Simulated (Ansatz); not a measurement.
# Ga2PdS3: the cost of one run

Program: Ansatz 0.2.0. Level of theory: DFT PBE, scalar-relativistic, plane waves, PAW. These are calculated values, not measurements.

**1. The starting structure**

It takes space group P6/mmm (No. 191, hexagonal). Conventional cell: a = 4.619 Å, b = 4.619 Å, c = 8.193 Å, α = 90.00°, β = 90.00°, γ = 120.00°. Ga (site symmetry -6m2) has 3 Ga at 2.67 Å and 3 Pd at 2.67 Å as nearest neighbours. Around Pd (site symmetry 6/mmm) lie 2 S at 1.85 Å. S (site symmetry 6mm) is surrounded by 1 Pd at 1.85 Å. S (site symmetry 6/mmm) is surrounded by 2 S at 2.25 Å.

Structure file:

```cif
data_structure
_symmetry_space_group_name_H-M 'P6/mmm'
_symmetry_Int_Tables_number 191
_cell_length_a 4.6191
_cell_length_b 4.6191
_cell_length_c 8.1931
_cell_angle_alpha 90.000
_cell_angle_beta 90.000
_cell_angle_gamma 120.000
_cell_volume 151.39
loop_
_atom_site_label
_atom_site_type_symbol
_atom_site_symmetry_multiplicity
_atom_site_Wyckoff_symbol
_atom_site_fract_x
_atom_site_fract_y
_atom_site_fract_z
_atom_site_occupancy
Ga1 Ga 2 c 0.33333 0.66667 0.00000 1
Pd1 Pd 1 a 0.00000 0.00000 0.00000 1
S1 S 2 e 0.00000 0.00000 0.22556 1
S2 S 1 b 0.00000 0.00000 0.50000 1
```

Recipe of the guess: random cell by space group and Wyckoff sites (P6/mmm, No. 191). Its size is a rough estimate.

**2. The guess as it stands, on a coarse mesh**

The input, input.yaml:

```yaml
crystal:
  lattice:
    - [4.61913272, 0.0, 0.0]
    - [-2.30956636, 4.00028628, 0.0]
    - [0.0, 0.0, 8.19312782]
  atoms:
    - { symbol: Ga, position: [0.33333333, 0.66666667, 0.0] }
    - { symbol: Ga, position: [0.66666667, 0.33333333, 0.0] }
    - { symbol: Pd, position: [0.0, 0.0, 0.0] }
    - { symbol: S, position: [0.0, 0.0, 0.22555941] }
    - { symbol: S, position: [0.0, 0.0, 0.77444059] }
    - { symbol: S, position: [0.0, 0.0, 0.5] }
basis:
  ecutwfc: 420
kpoints:
  mp_grid: { grid: [6, 6, 2] }
hamiltonian:
  xc: pbe
scf:
  occupations: { method: gaussian, width: 0.1 }
  lower_state_search: "off"
output:
  forces: true
  stress: true
  eigenvalues: true
```

The run is started by

```
$ ansatz run input.yaml --threads 1 --pin off --max-ram 2560MiB --backend cpu --events-out ev --progress --plain --runs-dir out
```

What time and memory should one allow on 1 thread of Intel Xeon Platinum 8488C (Sapphire Rapids), shared host?

About 3.8 s, with a peak of 0.48 GiB.
